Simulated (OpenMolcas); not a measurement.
# Ta³⁺ among point charges: CASSCF and CASPT2 levels and susceptibility, part 2 of 2

How does a field of 8 point charges split the states of Ta³⁺, and what χT follows?

OpenMolcas 26.06; ANO-RCC-VDZP, DKH2, active space 2 electrons in 5 orbitals (5d), orbitals: per spin and parity. Surroundings: 8 point charges of -0.96 e arranged as a cube (Oh), 2.04 Å from the ion. The steps go on from the part before.

## (6) CASPT2: IPEA 0.25, imaginary shift 0.1 (closed shells correlated: 4f 5s 5p)

Input file a.inp:

```
>>> COPY JOB001 $Project.JobIph
&CASPT2
Multistate=10 1 2 3 4 5 6 7 8 9 10
NoMult
Frozen=14 9
IPEA=0.25
Imaginary=0.1
MaxIter=60
WThr=0.0 0.3 0.05
PrWF=0.5
NoMix
>>> COPY JOB002 $Project.JobIph
&CASPT2
Multistate=15 1 2 3 4 5 6 7 8 9 10 11 12 13 14 15
NoMult
Frozen=14 9
IPEA=0.25
Imaginary=0.1
MaxIter=60
WThr=0.0 0.3 0.05
PrWF=0.5
NoMix
```

Log:

```text
Orbital specifications:
      -----------------------

      Symmetry species                           1   2
                                                ag  au
      Frozen orbitals                           14   9
      Inactive orbitals                          1  10
      Active orbitals                            5   0
      Secondary orbitals                        16  13
      Deleted orbitals                           0   0
      Number of basis functions                 36  32
Type of calculation                        SS-CASPT2
      Fock operator                              state-specific
      IPEA shift                                 0.25
      Real shift                                 0.00
      Imaginary shift                            0.10
      The input orbitals will be transformed to quasi-canonical
Reference energy:      -15594.3382940389
      E2 (Non-variational):      -0.8490292905
      Shift correction:          -0.0001347153
      E2 (Variational):          -0.8491640059
      Total energy:          -15595.1874580447
      Residual norm:              0.0000002233
      Reference weight:           0.91446
      Contributions to the CASPT2 correlation energy
      Active & Virtual Only:         -0.0023229311
      One Inactive Excited:          -0.0734057460
      Two Inactive Excited:          -0.7733006134
Reference energy:      -15594.2912294463
      E2 (Non-variational):      -0.8506586874
      Shift correction:          -0.0001368822
      E2 (Variational):          -0.8507955696
      Total energy:          -15595.1420250159
      Residual norm:              0.0000000936
      Reference weight:           0.91404
      Contributions to the CASPT2 correlation energy
      Active & Virtual Only:         -0.0024148641
      One Inactive Excited:          -0.0761497462
      Two Inactive Excited:          -0.7720940771
::    CASPT2 Root  1     Total energy: -15595.18745804
::    CASPT2 Root  2     Total energy: -15595.14202502
::    CASPT2 Root  3     Total energy: -15595.14190329
::    CASPT2 Root  4     Total energy: -15595.14233532
::    CASPT2 Root  5     Total energy: -15595.11870473
::    CASPT2 Root  6     Total energy: -15595.11852630
::    CASPT2 Root  7     Total energy: -15595.11854619
::    CASPT2 Root  8     Total energy: -15595.07816024
::    CASPT2 Root  9     Total energy: -15595.07815815
::    CASPT2 Root 10     Total energy: -15595.07870446
Orbital specifications:
      -----------------------

      Symmetry species                           1   2
                                                ag  au
      Frozen orbitals                           14   9
      Inactive orbitals                          1  10
      Active orbitals                            5   0
      Secondary orbitals                        16  13
      Deleted orbitals                           0   0
      Number of basis functions                 36  32
Type of calculation                        SS-CASPT2
      Fock operator                              state-specific
      IPEA shift                                 0.25
      Real shift                                 0.00
      Imaginary shift                            0.10
      The input orbitals will be transformed to quasi-canonical
Reference energy:      -15594.2926955303
      E2 (Non-variational):      -0.8565143177
      Shift correction:          -0.0005413249
      E2 (Variational):          -0.8570556426
      Total energy:          -15595.1497511729
      Residual norm:              0.0000001139
      Reference weight:           0.90428
      Contributions to the CASPT2 correlation energy
      Active & Virtual Only:         -0.0089092700
      One Inactive Excited:          -0.0718781940
      Two Inactive Excited:          -0.7757268537
Reference energy:      -15594.2926955302
      E2 (Non-variational):      -0.8565066023
      Shift correction:          -0.0005412797
      E2 (Variational):          -0.8570478819
      Total energy:          -15595.1497434122
      Residual norm:              0.0000001138
      Reference weight:           0.90429
      Contributions to the CASPT2 correlation energy
      Active & Virtual Only:         -0.0089092654
      One Inactive Excited:          -0.0718802430
      Two Inactive Excited:          -0.7757170938
::    CASPT2 Root  1     Total energy: -15595.14975117
::    CASPT2 Root  2     Total energy: -15595.14974341
::    CASPT2 Root  3     Total energy: -15595.11536248
::    CASPT2 Root  4     Total energy: -15595.10458070
::    CASPT2 Root  5     Total energy: -15595.10456363
::    CASPT2 Root  6     Total energy: -15595.10413733
::    CASPT2 Root  7     Total energy: -15595.08490691
::    CASPT2 Root  8     Total energy: -15595.08483891
::    CASPT2 Root  9     Total energy: -15595.08482534
::    CASPT2 Root 10     Total energy: -15595.04503412
::    CASPT2 Root 11     Total energy: -15595.04508914
::    CASPT2 Root 12     Total energy: -15595.04475012
::    CASPT2 Root 13     Total energy: -15595.04477207
::    CASPT2 Root 14     Total energy: -15595.04422815
::    CASPT2 Root 15     Total energy: -15594.98610800
```

This run took 6.2 s in all on 1 thread of Arm Neoverse N1, shared host.

SS-CASPT2: lowest energy less the reference's lowest, -0.8492 hartree; reference weights 0.893 to 0.914.

States without spin-orbit coupling:

```
state  degeneracy  E (cm-1)  free-ion L (%)
  3A2           1         0         F (100)
   1E           2      8277          D (67)
  3T2           3      9958         F (100)
  3T1           3     15114          F (70)
  1A1           1     15823          G (87)
  1T2           3     18223          D (75)
  1T1           3     22518         G (100)
  3T1           3     23948          P (70)
   1E           2     31252          G (67)
  1T2           3     31357          G (75)
  1A1           1     44191          S (87)
```

With spin-orbit coupling:

```csv
E (cm-1),Degeneracy,Label,2S+1
0,3,T2,3
5780,2,E,3
10210,1,A2,3
10630,3,T2,3
11390,3,T1,3
13170,2,E,3
14080,1,A1,3
16440,3,T2,3
17380,3,T1,3
17430,2,E,3
18560,3,T2,1
20000,1,A1,1
23650,3,T1,1
25530,1,A1,3
26450,2,E,3
26770,3,T1,3
27370,3,T2,3
33620,2,E,1
33750,3,T2,1
47130,1,A1,1
```

Powder χT (cm³ K/mol): 0.23 at 2 K, 0.23 at 5 K, 0.23 at 10 K, 0.23 at 20 K, 0.24 at 50 K, 0.24 at 100 K, 0.25 at 150 K, 0.26 at 200 K, 0.27 at 250 K, 0.28 at 300 K.

## (7) The methods side by side

A. CASSCF
B. SS-CASPT2, IPEA 0.25, imaginary shift 0.1 (closed shells correlated: 4f 5s 5p)

```
method  ground state  first state of that spin (cm-1)  first gap with spin-orbit (cm-1)  χT at 300 K
     A           3A2                        3T2 10330                            6773.2         0.30
     B           3A2                         3T2 9958                            5779.8         0.28
```

## (8) Results

This closing draws on all 2 parts.

| quantity | value |
| --- | --- |
| method | SS-CASPT2, IPEA 0.25, imaginary shift 0.1 (closed shells correlated: 4f 5s 5p) |
| spin-free ground state | 3A2, 1-fold in its orbital part |
| first state of the same spin within the active space | 3T2 at 9960 cm⁻¹ |
| lowest level | 3-fold T2 |
| next level | 5779.8 cm⁻¹ |
| χT at 300 K | 0.28 cm³ K/mol |
| effective moment at 300 K | 1.50 μB |

Cost by method:

```
                                                 method  time of its own steps  time with the reference
                                              A. CASSCF                  8.4 s                    8.4 s
B. SS-CASPT2, IPEA 0.25, imaginary shift 0.1, +4f 5s 5p                  6.2 s                     15 s
```

Times are of one thread on a shared host.

**Reading.** The spin-free ground state (3A2) comes to 100 % from free-ion F terms and keeps the highest spin of the shell. χT at 300 K is 0.28, against 1.00 cm³ K/mol for the spin alone, so spin-orbit coupling lowers it. CASPT2 does not keep the components of a term degenerate, and the means are used. The field of point charges can differ much from that of real complexes. This is an electrostatic model: the charges have no orbitals.
